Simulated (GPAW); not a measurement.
MoI:

```
Mo I
1.0
     3.62326    0.00000    0.00000
     0.00000    3.62326    0.00000
     0.00000    0.00000    5.04208
Mo I
1 1
Direct
  0.50000 0.50000 0.50000
  0.00000 0.00000 0.50000
```

The cell was built by a generator and needn't be a form met in nature.

| Item | Value |
| --- | --- |
| Program | GPAW 26.7.0 |
| Task | relaxation of cell and atoms |
| Functional | LDA |
| Potentials or basis | the program's PAW data sets (release 1.2.1) made for this functional |
| Cutoff | 600 eV |
| Basis | pw |
| k mesh | 7 × 7 × 5 |
| Occupations | fermi-dirac, width 0.05 eV |
| Spin | no spin polarisation |

At the start: pressure 7.3 GPa; volume 33.10 Å³/atom.

How do energy, volume and symmetry change on relaxing?

Over 19 steps the energy falls by 764.8 meV/atom and the volume is 22.49 Å³/atom (-32.0 %); space group P4/mmm (No. 123, to 0.05 Å).

The path:
```
step  energy change (eV)  largest force (eV/Å)  pressure (GPa)  volume (Å³)
   1              0.0000                0.0000            7.32        66.19
   2             -0.1580                0.0000            2.86        68.37
   3             -0.2353                0.0000           -1.15        70.39
   4             -0.2532                0.0000           -2.18        70.45
   5             -0.3235                0.0000           -5.04        69.06
   6             -0.4624                0.0000           -8.92        65.39
   7             -0.6073                0.0000          -11.89        61.89
   8             -0.7845                0.0000          -13.65        58.55
   9             -0.8278                0.0000          -13.11        55.39
  10             -0.8403                0.0000          -13.15        55.63
  11             -0.9147                0.0000          -13.34        56.37
  12             -0.9350                0.0000          -12.94        56.76
  13             -0.9530                0.0000          -12.76        56.58
  14             -1.3265                0.0000           -2.74        49.02
  15             -1.4850                0.0000           -2.61        46.96
  16             -1.4473                0.0000            4.01        42.72
  17             -1.5286                0.0000           -0.45        45.10
  18             -1.5292                0.0000            0.11        45.00
  19             -1.5297                0.0000            0.00        44.98
```

Final structure:
```
CELL_PARAMETERS angstrom
3.81446 0.00000 0.00000
0.00000 3.81446 0.00000
0.00000 0.00000 3.09143
ATOMIC_POSITIONS crystal
Mo 0.50000 0.50000 0.50000
I 0.00000 0.00000 0.50000
```

Caveat: later steps reuse the first step's grids; the volume moved by over 15 % at a fixed basis, so the end points are rough; an odd number of electrons without spin polarisation forces a metal; a magnetic or distorted state may lie lower.
